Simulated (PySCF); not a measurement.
# AsH6PSi: the cost of one run

Program: PySCF 2.14.0. Level of theory: levels as typed in each script, gas phase, geometry from GFN2-xTB. These are calculated values, not measurements.

### 1 The starting structure

9 atoms, charge 0, spin multiplicity 1.

Bond lengths: P1–Si2 2.252 Å, P1–H4 1.387 Å, P1–H5 1.383 Å, Si2–As3 2.350 Å, Si2–H6 1.474 Å, Si2–H7 1.468 Å, As3–H8 1.501 Å, As3–H9 1.505 Å. Angles: Si2–P1–H4 94.9°, Si2–P1–H5 94.9°, H4–P1–H5 92.1°, P1–Si2–As3 117.1°, P1–Si2–H6 105.4°, P1–Si2–H7 105.5°, As3–Si2–H6 110.1°, As3–Si2–H7 110.5°, H6–Si2–H7 107.7°, Si2–As3–H8 92.6°, Si2–As3–H9 92.4°, H8–As3–H9 89.2°.

Geometry (Å):

```mol
AsH6PSi
  3D, bonds by distance, orders not assigned

  9  8  0  0  0  0  0  0  0  0999 V2000
    2.4418    0.4222   -0.0002 P   0  0
    0.6224   -0.9054    0.0008 Si  0  0
   -1.4760    0.1536   -0.0001 As  0  0
    1.9728    1.2647   -0.9970 H   0  0
    1.9761    1.2601    0.9960 H   0  0
    0.7608   -1.7589   -1.1932 H   0  0
    0.7647   -1.7643    1.1825 H   0  0
   -1.0544    1.1391   -1.0507 H   0  0
   -1.0509    1.1343    1.0593 H   0  0
  1  2  8  0
  2  3  8  0
  1  4  8  0
  1  5  8  0
  2  6  8  0
  2  7  8  0
  3  8  8  0
  3  9  8  0
M  END
```

### 2 Density, bond paths and surface potential (B3LYP/def2-svpd)

Contents of input.py:

```python
import numpy as np
from pyscf import gto, scf, dft
from pyscf.scf import atom_ks, atom_hf
from scipy.linalg import block_diag

def solve(mol, dm0=None, hcore=None):
    mf = (dft.UKS if mol.spin else dft.RKS)(mol, xc='b3lyp')
    mf.grids.level = 3
    mf = mf.density_fit(auxbasis='def2-universal-jkfit')
    mf.conv_tol, mf.max_cycle = 1e-8, 80
    if hcore is not None:
        mf.get_hcore = lambda *args: hcore
    mf.kernel(dm0)
    if not mf.converged:
        mf = mf.newton().run(mf.mo_coeff, mf.mo_occ, max_cycle=30)
    assert mf.converged, 'SCF not converged'
    return mf

mol = gto.M(atom='''
P      2.44179     0.42220    -0.00017
Si     0.62237    -0.90538     0.00075
As    -1.47603     0.15356    -0.00015
H      1.97278     1.26469    -0.99695
H      1.97610     1.26014     0.99600
H      0.76077    -1.75889    -1.19317
H      0.76473    -1.76431     1.18246
H     -1.05438     1.13908    -1.05070
H     -1.05087     1.13426     1.05925
''', basis='def2-svpd', charge=0, spin=0, verbose=4)
mf = solve(mol)
mf.analyze()
# spherically averaged free atoms, for the promolecule
atm = atom_ks.get_atm_nrks(mol, xc='b3lyp')
pro = block_diag(*[(atm[a[0]][2] * atm[a[0]][3]) @ atm[a[0]][2].T for a in mol._atom])
np.savez('result.npz', e=mf.e_tot, c=mf.mo_coeff, occ=mf.mo_occ, eps=mf.mo_energy, pro=pro, dip=mf.dip_moment(verbose=0), s2=mf.spin_square()[0])
```

Run with:

```bash
$ OMP_NUM_THREADS=1 python input.py
```

What time and memory should one allow on 1 thread of Arm Neoverse V1, shared host?

About 22 s, with a peak of 0.54 GiB.
